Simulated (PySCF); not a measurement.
# C2H3F3NO: the cost of one run

Method: levels as typed in each script, gas phase, geometry from GFN2-xTB; program: PySCF 2.14.0.

## 1. Where the work starts

SMILES `CN([O])C(F)(F)F`, 10 atoms, charge 0, spin multiplicity 2.

Bond lengths: C1–N2 1.440 Å, C1–H8 1.093 Å, C1–H9 1.092 Å, C1–H10 1.087 Å, N2–O3 1.270 Å, N2–C4 1.425 Å, C4–F5 1.345 Å, C4–F6 1.314 Å, C4–F7 1.346 Å. Angles: N2–C1–H8 110.1°, N2–C1–H9 110.1°, N2–C1–H10 107.4°, H8–C1–H9 109.0°, H8–C1–H10 111.0°, H9–C1–H10 109.2°, C1–N2–O3 122.9°, C1–N2–C4 117.3°, O3–N2–C4 119.8°, N2–C4–F5 111.1°, N2–C4–F6 112.5°, N2–C4–F7 111.0°, F5–C4–F6 107.9°, F5–C4–F7 105.4°, F6–C4–F7 108.7°.

Coordinates:

```
C     1.69183    0.93488    0.00888
N     0.83057   -0.21948   -0.00027
O     1.27268   -1.40975   -0.00421
C    -0.57546    0.01439   -0.00304
F    -0.94717    0.73702    1.06887
F    -1.27129   -1.09995    0.00059
F    -0.93978    0.74740   -1.07092
H     1.50331    1.53737    0.90059
H     1.50945    1.54599   -0.87796
H     2.71769    0.57524   -0.00895
```

## 2. Removing and adding an electron (B3LYP/6-31+g*)

File input.py:

```python
import numpy as np
from pyscf import gto, scf, dft
from pyscf.scf import atom_ks, atom_hf
from scipy.linalg import block_diag

def solve(mol, dm0=None, hcore=None):
    mf = (dft.UKS if mol.spin else dft.RKS)(mol, xc='b3lyp')
    mf.grids.level = 3
    mf = mf.density_fit(auxbasis='def2-universal-jkfit')
    mf.conv_tol, mf.max_cycle = 1e-8, 80
    if hcore is not None:
        mf.get_hcore = lambda *args: hcore
    mf.kernel(dm0)
    if not mf.converged:
        mf = mf.newton().run(mf.mo_coeff, mf.mo_occ, max_cycle=30)
    assert mf.converged, 'SCF not converged'
    return mf

mol = gto.M(atom='''
C      1.69183     0.93488     0.00888
N      0.83057    -0.21948    -0.00027
O      1.27268    -1.40975    -0.00421
C     -0.57546     0.01439    -0.00304
F     -0.94717     0.73702     1.06887
F     -1.27129    -1.09995     0.00059
F     -0.93978     0.74740    -1.07092
H      1.50331     1.53737     0.90059
H      1.50945     1.54599    -0.87796
H      2.71769     0.57524    -0.00895
''', basis='6-31+g*', charge=0, spin=1, verbose=4)
mf = solve(mol)
out = dict(e0=mf.e_tot, dm0=mf.make_rdm1(), c=mf.mo_coeff, occ=mf.mo_occ, eps=mf.mo_energy)
for name, dq, spin in [('cation', 1, 0), ('anion', -1, 0)]:
    ion = mol.copy().set(charge=mol.charge + dq, spin=spin).build()
    mi = solve(ion)
    if spin and dq > 0 and mol.nao < 130:
        c, _, stable, _ = mi.stability(return_status=True)
        if not stable:
            mi = solve(ion, mi.make_rdm1(c, mi.mo_occ))
    print(name, 'vertical energy change / eV', (mi.e_tot - mf.e_tot) * 27.211386)
    out.update({'e_' + name: mi.e_tot, 'dm_' + name: mi.make_rdm1(), 's2_' + name: mi.spin_square()[0], 'eps_' + name: mi.mo_energy, 'occ_' + name: mi.mo_occ})
# spherically averaged free atoms, for the promolecule
atm = atom_ks.get_atm_nrks(mol, xc='b3lyp')
pro = block_diag(*[(atm[a[0]][2] * atm[a[0]][3]) @ atm[a[0]][2].T for a in mol._atom])
np.savez('result.npz', pro=pro, **out)
```

Run with:

```console
> OMP_NUM_THREADS=1 python input.py
```

**Question.** How long does this run take on 1 thread of Arm Neoverse V1, shared host, and how much memory does it need?

About 85 s, with a peak of 0.63 GiB.
